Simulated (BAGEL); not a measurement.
# A workflow on CH4BFO (SMILES OCBF)

Wanted: the energy (HF/def2-SVP), then the energy (NEVPT2(2,2)/def2-SVP), then the energy (CASPT2(2,2)/def2-SVP) of CH4BFO. 

The results are computed with BAGEL 1.2.2.

2 further runs of the same task are left out: 2 set aside as unsound or not needed.

### Step 1. The system as given

CH4BFO has 8 atoms, charge 0, and is taken as a singlet. SMILES: `OCBF`. One bond was lengthened or shortened from a relaxed shape.

Bond lengths: O1–C2 1.408 Å, C2–B3 1.560 Å, B3–F4 1.317 Å, O1–H5 0.959 Å, C2–H6 1.271 Å, C2–H7 1.105 Å, B3–H8 1.201 Å. Angles: O1–C2–B3 113.4°, C2–B3–F4 121.5°, O1–C2–H6 112.5°, O1–C2–H7 112.5°, B3–C2–H6 106.7°, B3–C2–H7 106.6°, C2–O1–H5 108.9°, C2–B3–H8 120.7°, F4–B3–H8 117.8°, H6–C2–H7 104.5°.

### Step 2. The energy at HF/def2-SVP (density fitting with svp-jkfit) (run 1)

Input file input.json:

```json
{ "bagel": [

{
  "title": "molecule",
  "basis": "svp",
  "df_basis": "svp-jkfit",
  "angstrom": true,
  "geometry": [
    { "atom": "O", "xyz": [   -1.307262,    0.695568,   -0.305359 ] },
    { "atom": "C", "xyz": [    0.051138,    0.357968,   -0.149659 ] },
    { "atom": "B", "xyz": [    0.301838,   -1.179032,   -0.060059 ] },
    { "atom": "F", "xyz": [   -0.689662,   -2.043732,   -0.128859 ] },
    { "atom": "H", "xyz": [   -1.385862,    1.650468,   -0.353359 ] },
    { "atom": "H", "xyz": [    0.563100,    0.872000,    0.893700 ] },
    { "atom": "H", "xyz": [    0.677438,    0.732768,   -0.979459 ] },
    { "atom": "H", "xyz": [    1.414238,   -1.612432,    0.074741 ] }
  ]
},
{
  "title": "hf"
},
{
  "title": "print",
  "file": "orbitals.molden",
  "orbitals": true
}

]}
```

Launch:

```sh
BAGEL_NUM_THREADS=1 BAGEL input.json > input.out
```

Log:

```text
* using 1 threads per process

  ===============================================================
  ===============================================================

  *** Geometry ***

  { "atom" : "O", "xyz" : [     -2.470367,      1.314433,     -0.577045 ] },
  { "atom" : "C", "xyz" : [      0.096637,      0.676461,     -0.282815 ] },
  { "atom" : "B", "xyz" : [      0.570391,     -2.228048,     -0.113495 ] },
  { "atom" : "F", "xyz" : [     -1.303272,     -3.862094,     -0.243508 ] },
  { "atom" : "H", "xyz" : [     -2.618900,      3.118932,     -0.667752 ] },
  { "atom" : "H", "xyz" : [      1.064105,      1.647841,      1.688848 ] },
  { "atom" : "H", "xyz" : [      1.280172,      1.384731,     -1.850909 ] },
  { "atom" : "H", "xyz" : [      2.672522,     -3.047055,      0.141240 ] },

  Number of auxiliary basis functions:      376

  Since a DF basis is specified, we compute 2- and 3-index integrals:
    o Being stored without compression. Storage requirement is 0.017 GB

  Number of basis functions:       76
  Number of electrons      :       32

    * METHOD: MOLECULE                             0.14

  *** RHF ***

  === Nuclear Repulsion ===
   110.5750624156

      * DIIS with orbital gradients will be used.

  === RHF iteration (svp) ===
      0       -238.80947901          0.02130866           0.03
      1       -238.95435211          0.01337549           0.03
      2       -239.01939274          0.00171517           0.03
      3       -239.02101406          0.00044427           0.03
      4       -239.02110453          0.00010662           0.03
      5       -239.02111172          0.00002810           0.03
      6       -239.02111229          0.00001054           0.03
      7       -239.02111237          0.00000302           0.03
      8       -239.02111237          0.00000089           0.03
      9       -239.02111237          0.00000033           0.03
     10       -239.02111237          0.00000015           0.03
     11       -239.02111237          0.00000004           0.03
     12       -239.02111237          0.00000001           0.03
     13       -239.02111237          0.00000001           0.03
    * SCF iteration converged.

    * Permanent dipole moment:
           (   -0.727636,    -0.886875,     0.021996) a.u.

    * METHOD: HF                                   0.59

    * METHOD: PRINT                                0.01

  ===============================================================
```

It took 0.87 s on 1 thread of Arm Neoverse V1, shared host; peak memory 0.15 GiB.

### Step 3. A single-point energy at NEVPT2(2,2)/def2-SVP (density fitting with svp-jkfit) (run 2)

Input file nevpt2.json:

```json
{ "bagel" : [

{
  "title" : "molecule",
  "basis" : "svp",
  "df_basis" : "svp-jkfit",
  "angstrom" : true,
  "geometry" : [
    { "atom" : "O", "xyz" : [      -1.307262,       0.695568,      -0.305359 ] },
    { "atom" : "C", "xyz" : [       0.051138,       0.357968,      -0.149659 ] },
    { "atom" : "B", "xyz" : [       0.301838,      -1.179032,      -0.060059 ] },
    { "atom" : "F", "xyz" : [      -0.689662,      -2.043732,      -0.128859 ] },
    { "atom" : "H", "xyz" : [      -1.385862,       1.650468,      -0.353359 ] },
    { "atom" : "H", "xyz" : [       0.563100,       0.872000,       0.893700 ] },
    { "atom" : "H", "xyz" : [       0.677438,       0.732768,      -0.979459 ] },
    { "atom" : "H", "xyz" : [       1.414238,      -1.612432,       0.074741 ] }
  ]
},

{
  "title" : "hf"
},

{
  "title" : "nevpt2",
  "nstate" : 1,
  "nact" : 2,
  "nclosed" : 15,
  "nspin" : 0,
  "active" : [13, 20],
  "maxiter" : 200,
  "natocc" : true,
  "ncore" : 4
},

{
  "title" : "print",
  "file" : "orbitals.molden",
  "orbitals" : true
}

]}
```

Launch:

```sh
BAGEL_NUM_THREADS=1 BAGEL nevpt2.json > nevpt2.out
```

Log:

```text
* using 1 threads per process

  ===============================================================
  ===============================================================

  *** Geometry ***

  { "atom" : "O", "xyz" : [     -2.470367,      1.314433,     -0.577045 ] },
  { "atom" : "C", "xyz" : [      0.096637,      0.676461,     -0.282815 ] },
  { "atom" : "B", "xyz" : [      0.570391,     -2.228048,     -0.113495 ] },
  { "atom" : "F", "xyz" : [     -1.303272,     -3.862094,     -0.243508 ] },
  { "atom" : "H", "xyz" : [     -2.618900,      3.118932,     -0.667752 ] },
  { "atom" : "H", "xyz" : [      1.064105,      1.647841,      1.688848 ] },
  { "atom" : "H", "xyz" : [      1.280172,      1.384731,     -1.850909 ] },
  { "atom" : "H", "xyz" : [      2.672522,     -3.047055,      0.141240 ] },

  Number of auxiliary basis functions:      376

  Since a DF basis is specified, we compute 2- and 3-index integrals:
    o Being stored without compression. Storage requirement is 0.017 GB

  Number of basis functions:       76
  Number of electrons      :       32

    * METHOD: MOLECULE                             0.13

  *** RHF ***

  === Nuclear Repulsion ===
   110.5750624156

      * DIIS with orbital gradients will be used.

  === RHF iteration (svp) ===
      0       -238.80947901          0.02130866           0.03
      1       -238.95435211          0.01337549           0.03
      2       -239.01939274          0.00171517           0.03
      3       -239.02101406          0.00044427           0.03
      4       -239.02110453          0.00010662           0.03
      5       -239.02111172          0.00002810           0.03
      6       -239.02111229          0.00001054           0.03
      7       -239.02111237          0.00000302           0.03
      8       -239.02111237          0.00000089           0.03
      9       -239.02111237          0.00000033           0.03
     10       -239.02111237          0.00000015           0.03
     11       -239.02111237          0.00000004           0.03
     12       -239.02111237          0.00000001           0.03
     13       -239.02111237          0.00000001           0.03
    * SCF iteration converged.

    * Permanent dipole moment:
           (   -0.727636,    -0.886875,     0.021996) a.u.

    * METHOD: HF                                   0.57

    * freezing 4 orbitals
  ---------------------------
      CASSCF calculation
  ---------------------------

    ==== Active orbitals : =====
         Orbital 13
         Orbital 20
    ============================

    * nstate   :      1
    * nclosed  :     15
    * nact     :      2
    * nvirt    :     59
  === CASSCF iteration (svp) ===

    * Using the second-order algorithm

      0  0      -239.02155611     1.23e-04      0.01

      1  0      -239.02992309     8.72e-04      0.18

      2  0      -239.03949463     1.20e-03      0.19

      3  0      -239.04146435     2.14e-04      0.20

      4  0      -239.04151382     3.52e-05      0.19

      5  0      -239.04151480     5.18e-06      0.20

      6  0      -239.04151482     7.41e-07      0.18

      7  0      -239.04151482     1.17e-07      0.20

      8  0      -239.04151482     2.24e-08      0.18

      9  0      -239.04151482     5.04e-09      0.17

    * Second-order optimization converged. *

     guess   0:   closed 1.                   open ..

  === FCI iteration ===

      0  0      -239.02072386     8.31e-02      0.00
      1  0      -239.04151473     1.38e-04      0.00
      2  0 *    -239.04151482     3.34e-16      0.00

     * ci vector, state   0, <S^2> = 0.0000
       2.     0.9922658887
       .2    -0.1241306008

  === DF-NEVPT2 calculation ===

    * 3-index integral transformation done
    * assembly done

      NEVPT2 correlation energy:   -0.5727909902      0.15

          (+0)     -0.5161989851
          (+0)'    -0.0145404085
          (+1)     -0.0075685530
          (+1)'    -0.0000000000
          (+2)     -0.0002433135
          (-1)     -0.0257276702
          (-1)'     0.0000000000
          (-2)     -0.0085120598

      NEVPT2 total energy:       -239.6143058099

    * METHOD: NEVPT2                               2.00

    * METHOD: PRINT                                0.01

  ===============================================================
```

It took 2.8 s on 1 thread of Arm Neoverse V1, shared host; peak memory 0.15 GiB.

### Step 4. The energy at CASPT2(2,2)/def2-SVP (density fitting with svp-jkfit) (run 3)

Input file calc.json:

```json
{ "bagel" : [

{
  "title" : "molecule",
  "basis" : "svp",
  "df_basis" : "svp-jkfit",
  "angstrom" : "true",
  "geometry" : [
    { "atom" : "O", "xyz" : [      -1.307262,       0.695568,      -0.305359 ] },
    { "atom" : "C", "xyz" : [       0.051138,       0.357968,      -0.149659 ] },
    { "atom" : "B", "xyz" : [       0.301838,      -1.179032,      -0.060059 ] },
    { "atom" : "F", "xyz" : [      -0.689662,      -2.043732,      -0.128859 ] },
    { "atom" : "H", "xyz" : [      -1.385862,       1.650468,      -0.353359 ] },
    { "atom" : "H", "xyz" : [       0.563100,       0.872000,       0.893700 ] },
    { "atom" : "H", "xyz" : [       0.677438,       0.732768,      -0.979459 ] },
    { "atom" : "H", "xyz" : [       1.414238,      -1.612432,       0.074741 ] }
  ]
},

{ "title" : "hf" },

{ "title" : "casscf", "nstate" : 1, "nact" : 2, "nclosed" : 15, "active" : [13, 20], "maxiter" : 200, "natocc" : "true" },

{ "title" : "print", "file" : "orbitals.molden", "orbitals" : "true" },

{ "title" : "smith", "method" : "caspt2", "ms" : "true", "xms" : "true", "sssr" : "true", "shift" : 0.2, "shift_imag" : "true", "ncore" : 4 }

]}
```

Launch:

```sh
BAGEL_NUM_THREADS=1 BAGEL calc.json > calc.out
```

Log:

```text
* using 1 threads per process

  ===============================================================
  ===============================================================

  *** Geometry ***

  { "atom" : "O", "xyz" : [     -2.470367,      1.314433,     -0.577045 ] },
  { "atom" : "C", "xyz" : [      0.096637,      0.676461,     -0.282815 ] },
  { "atom" : "B", "xyz" : [      0.570391,     -2.228048,     -0.113495 ] },
[... 4 lines of this table left out ...]
  { "atom" : "H", "xyz" : [      2.672522,     -3.047055,      0.141240 ] },

  Number of auxiliary basis functions:      376

  Since a DF basis is specified, we compute 2- and 3-index integrals:
    o Being stored without compression. Storage requirement is 0.017 GB

  Number of basis functions:       76
  Number of electrons      :       32

    * METHOD: MOLECULE                             0.13

  *** RHF ***

  === Nuclear Repulsion ===
   110.5750624156

      * DIIS with orbital gradients will be used.

[... 6 lines left out ...]
    * SCF iteration converged.
[... 1 line left out ...]
    * Permanent dipole moment:
[... 27 lines left out ...]
    * Second-order optimization converged. *
[... 9 lines left out ...]
     * ci vector, state   0, <S^2> = 0.0000
[... 16 lines left out ...]
    * Zeroth order energy : state  0       -1.0807406329
[... 3 lines left out ...]
      -------------------------------------------  CASPT2 iteration  ---------------------------------------------------
       #      aibj      arbs      arbi      airj      risj      airs      arst      rist         Etot      error   time
      ------------------------------------------------------------------------------------------------------------------

       0  -0.51579  -0.01018  -0.02652  -0.00815  -0.00035  -0.01272  -0.00000  -0.00000   -0.5737048  0.0015684   0.09
       1  -0.51601  -0.01025  -0.02664  -0.00832  -0.00038  -0.01305  -0.00000  -0.00000   -0.5746530  0.0002810   0.07
       2  -0.51603  -0.01025  -0.02663  -0.00833  -0.00038  -0.01306  -0.00000  -0.00000   -0.5746884  0.0000634   0.07
       3  -0.51603  -0.01026  -0.02664  -0.00832  -0.00038  -0.01306  -0.00000  -0.00000   -0.5746899  0.0000153   0.08
       4  -0.51603  -0.01026  -0.02664  -0.00832  -0.00038  -0.01306  -0.00000  -0.00000   -0.5746900  0.0000034   0.08
       5  -0.51603  -0.01026  -0.02664  -0.00832  -0.00038  -0.01306  -0.00000  -0.00000   -0.5746900  0.0000007   0.08

      ------------------------------------------------------------------------------------------------------------------

    * CASPT2 energy : state  0     -239.6181103219
        w/o shift correction       -239.6162048223
        reference weight              0.8676341744

    * METHOD: SMITH                                0.64

  ===============================================================
```

Wall time 3.6 s (1 thread of Arm Neoverse V1, shared host); peak memory 0.17 GiB.

### Step 5. Outcome

| quantity | value |
| --- | --- |
| run 1, HF/def2-SVP: total energy | -239.02111 Eh |
| run 1, HF/def2-SVP: dipole moment | 2.92 D |
| run 1, HF/def2-SVP: HOMO energy | -12.13 eV |
| run 1, HF/def2-SVP: LUMO energy | 3.36 eV |
| run 1, HF/def2-SVP: HOMO–LUMO gap | 15.49 eV |
| run 2, NEVPT2(2,2)/def2-SVP: total energy | -239.61431 Eh |
| run 3, CASPT2(2,2)/def2-SVP: total energy | -239.61811 Eh |
